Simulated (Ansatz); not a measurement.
FHIIn, SMILES [F][InH][I], a geometry optimisation

Computed with the Python package of Ansatz (0.2.0).

The script reads `fhiin.xyz`:
```text
4

F    -1.52160   -0.09960    0.98840
In   -0.19020    0.07390   -0.55730
I     2.00580   -1.49560    0.87840
H    -0.23860    1.46100   -1.32990
```

Interactive session:
```pycon
>>> import ansatz as az
>>> import numpy as np
>>> SETTINGS = {
...     "basis_set": "def2-SVP",
...     "level": "mp2",
... }
>>> molecule = az.Crystal.molecule_from_extxyz("fhiin.xyz")
>>> calculation = (
...     molecule.calculation()
...     .basis(gaussian=SETTINGS["basis_set"])
...     .correlation(SETTINGS["level"])
... )
>>> symbols = [site.symbol for site in molecule.cartesian_sites]
>>> start = np.array([site.position_ang for site in molecule.cartesian_sites], dtype=float)
>>> def progress(event):
...     if event["event"] == "relax_step":
...         row = event["data"]
...         print(f"step {row['step']:3d}  E = {row['lagrangian_ev']:.6f} eV  max force {row['allowed_force_max_ev_ang']:.4f} eV/A")
...
>>> summary = calculation.relax(force_tolerance=0.02).session().plan().execute(on_event=progress).report
step   1  E = -15951.909013 eV  max force 4.2470 eV/A
step   2  E = -15952.721732 eV  max force 1.2111 eV/A
step   3  E = -15952.923075 eV  max force 1.1318 eV/A
step   4  E = -15952.999406 eV  max force 0.3211 eV/A
step   5  E = -15953.011053 eV  max force 0.0677 eV/A
step   6  E = -15953.011362 eV  max force 0.0052 eV/A
>>> end = np.array(summary["positions_ang"])
>>> print(f"E = {summary['free_energy_ev']:.6f} eV = {summary['free_energy_ev'] / 27.211386246:.7f} Ha")
E = -15953.011362 eV = -586.2623542 Ha
>>> print("converged:", summary["converged"], " doubts:", summary["published_state_doubts"] or "none")
converged: True  doubts: none
>>> print("final positions (A) and the move of each atom")
final positions (A) and the move of each atom
>>> for symbol, xyz, old in zip(symbols, end, start):
...     print(f"{symbol:2s} {xyz[0]:10.5f} {xyz[1]:10.5f} {xyz[2]:10.5f}   {np.linalg.norm(xyz - old):7.4f}")
...
F    -1.69591   -0.12256    0.93566    0.1836
In   -0.08803    0.15511   -0.14834    0.4293
I     1.95075   -1.38077    0.61382    0.2936
H    -0.11141    1.28793   -1.42154    0.2335
>>> charges = summary["charge_distribution"]
>>> dipole = np.array(charges["dipole_moment_e_ang"]) * 4.803205
>>> print("dipole (D): {:.3f} {:.3f} {:.3f}, length {:.3f}".format(*dipole, np.linalg.norm(dipole)))
dipole (D): 0.898 1.294 -1.892, length 2.462
>>> print("atom  Mulliken   Lowdin")
atom  Mulliken   Lowdin
>>> for symbol, m, l in zip(symbols, charges["mulliken_charges_e"], charges["lowdin_charges_e"]):
...     print(f"{symbol:4s} {m:9.3f} {l:8.3f}")
...
F       -0.490   -0.192
In       0.843    0.153
I       -0.242    0.129
H       -0.112   -0.090
>>> with open("fhiin_opt.xyz", "w") as handle:
...     handle.write(f"{len(symbols)}\nrelaxed FHIIn\n")
...     handle.writelines(f"{s:2s} {x:11.6f} {y:11.6f} {z:11.6f}\n" for s, (x, y, z) in zip(symbols, end))
...
16
```

It writes `fhiin_opt.xyz`:
```text
4
relaxed FHIIn
F    -1.695906   -0.122560    0.935656
In   -0.088029    0.155107   -0.148339
I     1.950746   -1.380775    0.613823
H    -0.111410    1.287928   -1.421541
```

Reading the output:
- Total energies depend on the basis set; only differences at equal settings carry meaning.
- The end point is the stationary point reached from this start; no frequency run checks that it is a minimum, and the basis set is modest.
- def2 sets replace the cores of elements past krypton by effective core potentials.
- The Löwdin charges here are taken after orthogonalising the functions within each atom; they differ from plain Löwdin charges, and their signs can be unphysical.
- Finished in 27 s on 1 thread of Intel(R) Xeon(R) 6975P-C (Granite Rapids), with other jobs on the host, peak memory 0.24 GiB.

(Lines on the test bed's own set-up are left out of the output.)
